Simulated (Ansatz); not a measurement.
**CH3ClFNOSi: one species, many methods**

The task here is to estimate one member of a computed series from the others.

Computed with Ansatz 0.2.0, Gaussian basis. Level: functionals in def2-TZVPP, the program's frozen cores in correlated methods.

Levels to be run: LDA (SPW92), PBE-D4, revPBE-D4, BLYP-D4, r2SCAN-D4, B97M-V, PBE0-D4, B3LYP-D4, r2SCANh-D4, r2SCAN0-D4, HSE06-D4, BHLYP-D4, CAM-B3LYP-D4, LC-ωPBE, ωB97X-V, ωB97M-V, B2PLYP, PBE-QIDH; CCSD(T)/def2-SVP; CCSD(T)/def2-TZVPP; MP2/def2-QZVPP; extrapolation to the limit; RPA on PBE.

### The relaxed structure

All runs share one geometry, relaxed beforehand with PBE0-D4 in a triple-zeta def2 set.

SMILES `C=N[Si](O)(F)Cl`, 9 atoms, charge 0, spin multiplicity 1.

Atoms are counted from 1 here; the program's logs count them from 0.

Bond lengths: C1–N2 1.258 Å, C1–H7 1.095 Å, C1–H8 1.099 Å, N2–Si3 1.712 Å, Si3–O4 1.616 Å, Si3–F5 1.584 Å, Si3–Cl6 2.031 Å, O4–H9 0.958 Å. Angles: N2–C1–H7 120.0°, N2–C1–H8 124.1°, H7–C1–H8 115.8°, C1–N2–Si3 126.9°, N2–Si3–O4 110.8°, N2–Si3–F5 113.3°, N2–Si3–Cl6 107.3°, O4–Si3–F5 105.5°, O4–Si3–Cl6 112.3°, F5–Si3–Cl6 107.7°, Si3–O4–H9 118.0°.

Set-up of the first run:

in.yaml

```yaml
crystal:
  periodic: [false, false, false]
  atoms:
    - {symbol: C, position_ang: [0.959344, -1.480449, -0.330705]}
    - {symbol: N, position_ang: [0.720967, -0.422370, 0.307330]}
    - {symbol: Si, position_ang: [-0.449110, 0.767977, -0.075502]}
    - {symbol: O, position_ang: [-1.431196, 1.031079, 1.180752]}
    - {symbol: F, position_ang: [-1.398164, 0.352511, -1.273387]}
    - {symbol: Cl, position_ang: [0.552725, 2.444425, -0.633582]}
    - {symbol: H, position_ang: [1.729917, -2.173276, 0.024718]}
    - {symbol: H, position_ang: [0.436752, -1.776933, -1.250601]}
    - {symbol: H, position_ang: [-1.032735, 1.210636, 2.033677]}
basis:
  gaussian: {orbitals: def2-TZVPP}
hamiltonian: {xc: lda}
output: {orbitals: {seedname: orbitals}}
```

Started as:

```sh
$ ansatz run in.yaml --threads 4 --pin off --events-out ev --progress --plain --max-ram 10444MiB
```

Among the steps run: LDA; PBE-D4 (GGA); revPBE-D4 (GGA); BLYP-D4 (GGA); r2SCAN-D4 (meta-GGA); B97M-V (meta-GGA); B3LYP-D4 (hybrid); r2SCANh-D4 (hybrid); r2SCAN0-D4 (hybrid); HSE06-D4 (hybrid); BHLYP-D4 (hybrid); CAM-B3LYP-D4 (range-separated); LC-ωPBE (range-separated); ωB97X-V (range-separated); ωB97M-V (range-separated); B2PLYP (double hybrid); PBE-QIDH (double hybrid).

One table of the session follows, with a row left open; its other results are not shown here.

It belongs to the step «Orbital energies across the functionals». 

```
  functional  HOMO (eV)  gap (eV)
 LDA (SPW92)      -6.44      3.59
      PBE-D4      -6.32      3.75
   revPBE-D4      -6.26      3.79
     BLYP-D4      -6.22      3.80
   r2SCAN-D4      -6.62      4.25
      B97M-V      -6.74      4.51
     PBE0-D4      -7.80      6.32
    B3LYP-D4      -7.57      5.85
  r2SCANh-D4          ?         ?
  r2SCAN0-D4      -8.00      6.64
    HSE06-D4      -7.39      5.52
    BHLYP-D4      -9.22      8.94
CAM-B3LYP-D4      -9.24      8.97
     LC-ωPBE     -10.59     11.55
     ωB97X-V     -10.25     11.13
     ωB97M-V     -10.15     10.93
```

**Question.** Estimate the row for r2SCANh-D4.

Worked estimate for «HOMO (eV)». Against the share of exact exchange, r2SCAN-D4 (0, -6.62), r2SCAN0-D4 (0.25, -8.00) give a slope of -5.52 per unit share; at 0.1 the line stands at -7.17.

As computed: HOMO (eV): -7.17; gap (eV): 5.21. In «HOMO (eV)» the line misses by 0.00.
